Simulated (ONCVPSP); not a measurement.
# Cl: the cost of one run

Method: ONCVPSP 4.0.1, PBEsol, scalar-relativistic.

## 1. The atom and the settings

Typed settings, in words:

```
element                 : chlorine (Cl, Z = 17)
type                    : optimised norm-conserving Vanderbilt (ONCV)
frozen core             : [Ne]
valence charge          : 7
reference configuration : 3s2 3p5
partial waves           : 3s: rc 1.05 bohr, ncon 4, nbas 8, qcut 5.8 1/bohr, local; 3p: rc 1.30 bohr, ncon 4, nbas 8, qcut 7.2 1/bohr, 1 projector; d scattering state at 0.02 Ha: rc 1.20 bohr, ncon 5, nbas 8, qcut 7.7 1/bohr, 1 projector
local potential         : the s channel
core correction         : Teter function, fcfact 3, rcfact 1.65
```

The nodes and maxima of the atom's own shells, from an earlier all-electron run, set the scale for the radii.

All-electron outer shells of the reference configuration (PBEsol, scalar-relativistic, ld1.x):

```
shell  level (eV)  outermost node (bohr)  outermost maximum (bohr)
   2s     -252.19                   0.12                      0.36
   2p     -191.42                      –                      0.30
   3s      -20.62                   0.56                      1.27
   3p       -8.56                   0.53                      1.43
```

## 2. The generation run

Contents of Cl.dat:

```
# ATOM AND REFERENCE CONFIGURATION
# atsym  z   nc   nv     iexc    psfile
  Cl 17.00    3    2  -116133      upf
#
#   n    l    f
    1    0    2.00
    2    0    2.00
    2    1    6.00
    3    0    2.00
    3    1    5.00
#
# PSEUDOPOTENTIAL AND OPTIMIZATION
# lmax
    2
#
#   l,   rc,      ep,       ncon, nbas, qcut
    0    1.05    0.00    4    8    5.80
    1    1.30    0.00    4    8    7.20
    2    1.20    0.02    5    8    7.70
#
# LOCAL POTENTIAL
# lloc, lpopt,  rc(5),   dvloc0
    0    5    1.05    0.00
#
# VANDERBILT-KLEINMAN-BYLANDER PROJECTORs
# l, nproj, debl
    0    0    3.20
    1    1    2.10
    2    1    2.20
#
# MODEL CORE CHARGE
# icmod, fcfact, rcfact
    3    3.00    1.65
#
# LOG DERIVATIVE ANALYSIS
# epsh1, epsh2, depsh
   -2.00    5.00    0.02
#
# OUTPUT GRID
# rlmax, drl
    6.00    0.01
#
# TEST CONFIGURATIONS
# ncnf
    4
# nvcnf
#   n    l    f
    2
    3    0    2.00
    3    1    4.00
#
    2
    3    0    2.00
    3    1    3.00
#
    2
    3    0    2.00
    3    1    2.00
#
    2
    3    0    2.00
    3    1    4.50
#
```

Started as:

```bash
oncvpsp.x < Cl.dat > Cl.out
```

**Question.** How long does this run take on 1 thread of AMD EPYC 9R14, shared host?

About 2.7 s.
